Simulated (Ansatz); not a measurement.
# Cl2HSSi radical: up Jacob's ladder to CCSD(T)

An exercise on one series of results from a longer session: the logs are not shown, and one member is left open.

Computed with Ansatz 0.2.0, Gaussian basis. Level: functionals in def2-TZVPP, the program's frozen cores in correlated methods.

Levels to be run: LDA (SPW92), PBE-D4, revPBE-D4, BLYP-D4, r2SCAN-D4, B97M-V, PBE0-D4, B3LYP-D4, r2SCANh-D4, r2SCAN0-D4, HSE06-D4, BHLYP-D4, CAM-B3LYP-D4, LC-ωPBE, ωB97X-V, ωB97M-V, B2PLYP, PBE-QIDH; CCSD(T)/def2-SVP; CCSD(T)/def2-TZVPP; MP2/def2-QZVPP; extrapolation to the limit; RPA on PBE.

**Structure used throughout**

The geometry comes from an earlier relaxation with PBE0-D4 in a triple-zeta def2 set; it is a stationary point.

SMILES `S[Si](Cl)Cl`, 5 atoms, charge 0, spin multiplicity 2.

Atoms are counted from 1 here; the program's logs count them from 0.

Bond lengths: S1–Si2 2.127 Å, S1–H5 1.345 Å, Si2–Cl3 2.048 Å, Si2–Cl4 2.057 Å. Angles: Si2–S1–H5 92.6°, S1–Si2–Cl3 105.5°, S1–Si2–Cl4 112.2°, Cl3–Si2–Cl4 109.7°.

Set-up of the first run:

in.yaml reads:

```yaml
crystal:
  periodic: [false, false, false]
  atoms:
    - {symbol: S, position_ang: [0.529927, 1.189199, -0.870330]}
    - {symbol: Si, position_ang: [0.122764, -0.257641, 0.634865]}
    - {symbol: Cl, position_ang: [1.681486, -1.583783, 0.554952]}
    - {symbol: Cl, position_ang: [-1.648286, -1.248384, 0.299611]}
    - {symbol: H, position_ang: [-0.635992, 1.826909, -0.660497]}
basis:
  gaussian: {orbitals: def2-TZVPP}
magnetization: {spin_polarized: true, initial_magnetization: 1}
hamiltonian: {xc: lda}
output: {orbitals: {seedname: orbitals}}
```

Command:

```
$ ansatz run in.yaml --threads 4 --pin off --events-out ev --progress --plain --max-ram 10444MiB
```

Among the steps run: LDA; PBE-D4 (GGA); revPBE-D4 (GGA); BLYP-D4 (GGA); r2SCAN-D4 (meta-GGA); B97M-V (meta-GGA); B3LYP-D4 (hybrid); r2SCANh-D4 (hybrid); r2SCAN0-D4 (hybrid); HSE06-D4 (hybrid); BHLYP-D4 (hybrid); CAM-B3LYP-D4 (range-separated); LC-ωPBE (range-separated); ωB97X-V (range-separated); ωB97M-V (range-separated); B2PLYP (double hybrid); PBE-QIDH (double hybrid).

One of the session's tables, all rows but one given; the rest of the session is left out.

It belongs to the step «Frontier levels by functional». 

| functional | HOMO (eV) | LUMO (eV) | gap (eV) |
| --- | --- | --- | --- |
| LDA (SPW92) | -5.44 | -4.43 | 1.01 |
| PBE-D4 | -5.44 | -4.02 | 1.42 |
| revPBE-D4 | -5.42 | -3.88 | 1.54 |
| BLYP-D4 | -5.24 | -4.02 | 1.22 |
| r2SCAN-D4 | -5.82 | -3.57 | 2.25 |
| B97M-V | -5.56 | -3.99 | 1.57 |
| PBE0-D4 | -6.61 | -3.17 | 3.44 |
| B3LYP-D4 | -6.33 | -3.54 | 2.79 |
| r2SCANh-D4 | -6.25 | -3.29 | 2.96 |
| r2SCAN0-D4 | -6.88 | -2.86 | 4.02 |
| HSE06-D4 | -6.22 | -3.55 | 2.67 |
| BHLYP-D4 | -7.61 | -2.38 | 5.22 |
| CAM-B3LYP-D4 | -7.81 | -2.29 | 5.52 |
| LC-ωPBE | -9.22 | -0.93 | 8.30 |
| ωB97X-V | ? | ? | ? |
| ωB97M-V | -8.33 | -1.57 | 6.76 |

Q: Estimate the row for ωB97X-V from the others.

As computed: HOMO (eV): -8.72; LUMO (eV): -1.43; gap (eV): 7.29. In the column «HOMO (eV)» it lies between LC-ωPBE (-9.22) and ωB97M-V (-8.33).
